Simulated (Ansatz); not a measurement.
# AgAs: the cost of one run

All numbers are computed with Ansatz 0.2.0, driven from Python. Level of theory: DFT PBE, plane waves, PAW.

## (1) Starting point

Symmetry: Pmma, No. 51, orthorhombic system. The conventional cell has a = 4.991 Å, b = 2.961 Å, c = 5.173 Å, α = 90.00°, β = 90.00°, γ = 90.00°. Ag (site symmetry mm2) has 4 Ag at 2.96 to 3.02 Å and 8 As at 2.98 to 3.03 Å as nearest neighbours. As (site symmetry mm2) has 4 As at 2.96 to 3.03 Å and 8 Ag at 2.98 to 3.03 Å as nearest neighbours.

No structure file is read: the coordinates are typed or built in the script.

## (2) Script

push_agas.py

```python
# -*- coding: utf-8 -*-
"""Energy and force of AgAs as one atom is pushed off its site."""

import warnings

import ansatz as az
from ase import Atoms
import numpy as np

warnings.simplefilter("ignore", az.DeckWarning)

atoms = Atoms(
    ["Ag", "Ag", "As", "As"],
    scaled_positions=[
        [0.25, 0.0, 0.835229],
        [0.75, 0.0, 0.164771],
        [0.75, 0.5, 0.665645],
        [0.25, 0.5, 0.334355],
    ],
    cell=[
        [4.991382, 0.0, 0.0],
        [0.0, 2.960789, 0.0],
        [0.0, 0.0, 5.172699],
    ],
    pbc=True,
)
agas = az.Crystal.from_ase(atoms)

inverse = np.linalg.inv(np.array(agas.lattice.vectors))
home = np.array(agas.sites[3].position)
values = np.linspace(-0.2, 0.2, 5)
energies, pulls = [], []
for shift in values:
    moved = agas.move(3, to=home + shift * inverse[0])
    calc = (
        moved.calculation()
        .functional("pbe")
        .kpoints(4, 7, 4)
        .occupations("fermi_dirac", width=0.1)
        .forces()
    )
    data = calc.run(threads=1).report
    energies.append(data["free_energy_ev"])
    pulls.append(data["forces_ev_ang"][3][0])

# the force is minus the slope of the free energy
print("shift (A)   dE (eV)   force along x (eV/A)")
for shift, e, f in zip(values, energies, pulls):
    print(f"{shift:8.3f} {e - energies[2]:10.5f} {f:12.4f}")
print(f"stiffness from energies {2 * np.polyfit(values, energies, 2)[0]:.3f}, from forces {-np.polyfit(values, pulls, 1)[0]:.3f} eV/A^2")
```

## (3) What the engine is handed

The package turns the script's settings into the engine's input (first run):

```yaml
crystal:
  lattice:
    - [4.991382, 0.0, 0.0]
    - [0.0, 2.960789, 0.0]
    - [0.0, 0.0, 5.172699]
  atoms:
    - { symbol: Ag, position: [0.25, 0.0, 0.8352289999999999] }
    - { symbol: Ag, position: [0.75, 0.0, 0.164771] }
    - { symbol: As, position: [0.75, 0.5, 0.665645] }
    - { symbol: As, position: [0.20993093696294934, 0.5, 0.334355] }
kpoints:
  mp_grid:
    grid: [4, 7, 4]
hamiltonian:
  xc: pbe
scf:
  occupations:
    method: fermi_dirac
    width: 0.1
output:
  forces: true
```

## (4) Running it

Started as:

```bash
> python push_agas.py
```

What time and memory should one allow on 1 thread of Intel Xeon Platinum 8259CL at 2.50GHz (Skylake/Cascade Lake), shared host?

About 38 s, with a peak of 0.49 GiB.
